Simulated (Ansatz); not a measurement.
**Li3ScPb2: a trial structure relaxed**

The task: take a trial cell of Li3ScPb2 to zero force and stress, then test the end with a random kick.

Program: Ansatz 0.2.0. Level of theory: DFT PBE, scalar-relativistic, plane waves, PAW. These are calculated values, not measurements.

## (1) The starting structure

Symmetry: P6/mmm, No. 191, hexagonal system. Conventional cell: a = 6.058 Å, b = 6.058 Å, c = 3.317 Å, α = 90.00°, β = 90.00°, γ = 120.00°. Li (site symmetry mmm) has 4 Pb at 2.41 Å as nearest neighbours. Sc (site symmetry 6/mmm) is surrounded by 2 Sc at 3.32 Å and 12 Li at 3.45 Å and 6 Pb at 3.50 Å. Pb (site symmetry -6m2) is surrounded by 6 Li at 2.41 Å.

As a file:

```cif
data_structure
_symmetry_space_group_name_H-M 'P 1'
_symmetry_Int_Tables_number 1
_cell_length_a 6.0576
_cell_length_b 6.0576
_cell_length_c 3.3168
_cell_angle_alpha 90.000
_cell_angle_beta 90.000
_cell_angle_gamma 120.000
_cell_volume 105.40
loop_
_atom_site_label
_atom_site_type_symbol
_atom_site_fract_x
_atom_site_fract_y
_atom_site_fract_z
_atom_site_occupancy
Li1 Li 0.50000 0.50000 0.50000 1
Li2 Li 0.50000 0.00000 0.50000 1
Li3 Li 0.00000 0.50000 0.50000 1
Sc1 Sc 0.00000 0.00000 0.00000 1
Pb1 Pb 0.66667 0.33333 0.00000 1
Pb2 Pb 0.33333 0.66667 0.00000 1
```

A structure generator made this guess: species swapped into a database cell of CeB2Ir3 (P6/mmm, No. 191), with Sc on the Ce sites, Pb on the B sites and Li on the Ir sites. Its size is a rough estimate.

## (2) A first look at the guess

The input, input.yaml:

```yaml
crystal:
  lattice:
    - [6.05761511, 0.0, 0.0]
    - [-3.02880756, 5.24604857, 0.0]
    - [0.0, 0.0, 3.31679435]
  atoms:
    - { symbol: Li, position: [0.5, 0.5, 0.5] }
    - { symbol: Li, position: [0.5, 0.0, 0.5] }
    - { symbol: Li, position: [0.0, 0.5, 0.5] }
    - { symbol: Sc, position: [0.0, 0.0, 0.0] }
    - { symbol: Pb, position: [0.66666667, 0.33333333, 0.0] }
    - { symbol: Pb, position: [0.33333333, 0.66666667, 0.0] }
basis:
  ecutwfc: 420
kpoints:
  mp_grid: { grid: [3, 3, 6] }
hamiltonian:
  xc: pbe
scf:
  occupations: { method: gaussian, width: 0.1 }
  lower_state_search: "off"
output:
  forces: true
  stress: true
  eigenvalues: true
```

Command:

```bash
$ ansatz run input.yaml --threads 1 --pin off --max-ram 2048MiB --backend cpu --events-out ev --progress --plain --runs-dir out
```

The session goes on with these runs: rough relaxation on the coarse mesh; spin check on a coarse mesh; relaxation on the finer mesh; reference for the kick test.

Before running it: what results should come out? Wanted: conventional cell; volume; energy over the elements; gap on the mesh; total moment.

As calculated:

| quantity | value |
| --- | --- |
| symmetry at the end (tolerance 0.05 Å) | space group P6/mmm (No. 191) |
| conventional cell | a = 5.772 Å, b = 5.772 Å, c = 4.683 Å, α = 90.00°, β = 90.00°, γ = 120.00° |
| volume | 22.51 Å³/atom |
| energy over the elements | -0.14 eV/atom |
| gap on the mesh | none (metal) |
| total moment | 0.56 μB/cell |

**Reading.** The space group P6/mmm (No. 191) is kept, and the volume per atom grows by 28.2 % from the first guess. It lies below the elements, which doesn't yet make it stable: competing phases were not computed in this session. No finished test with a distortion of lower symmetry is shown, so the end may be a saddle point. The runs treat Pb without spin-orbit coupling. Other magnetic orders were not searched.
